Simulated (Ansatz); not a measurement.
# ClHTa: the cost of one run

Method: UKS PBE0/def2-TZVP; program: Ansatz 0.2.0, Gaussian basis.

### 1 Starting geometry

3 atoms, charge 0, spin multiplicity 4.

Atoms are counted from 1 here; the program's logs count them from 0.

Bond lengths: Ta1–Cl2 2.174 Å, Ta1–H3 1.685 Å. Angles: Cl2–Ta1–H3 180.0°.

Geometry (Å):

```xyz
3
charge 0, multiplicity 4
Ta    0.00000    0.00000   -0.16304
Cl    0.00000    0.00000    2.01110
H     0.00000    0.00000   -1.84806
```

The start was built by rule and, where that kept it together, relaxed with GFN2-xTB. Sticks and bond lists go by distance. No spin-orbit coupling is included. Elements past krypton take def2 core potentials.

### 2 Relaxation

The input, in.yaml:

```yaml
crystal:
  periodic: [false, false, false]
  atoms:
    - {symbol: Ta, position_ang: [0.000000, 0.000000, -0.163041]}
    - {symbol: Cl, position_ang: [0.000000, 0.000000, 2.011103]}
    - {symbol: H, position_ang: [0.000000, 0.000000, -1.848062]}
basis:
  gaussian: {orbitals: def2-TZVP}
magnetization: {spin_polarized: true, initial_magnetization: 3}
hamiltonian: {xc: pbe0}
relax: {f_tol: 0.004, max_steps: 80}
```

Started as:

```bash
$ ansatz run in.yaml --threads 1 --pin off --events-out ev --progress --plain --max-ram 2176MiB
```

**Question.** How long does this run take on 1 thread of AMD EPYC 9R45, shared host, and how much memory does it need?

About 23 s, with a peak of 0.26 GiB.
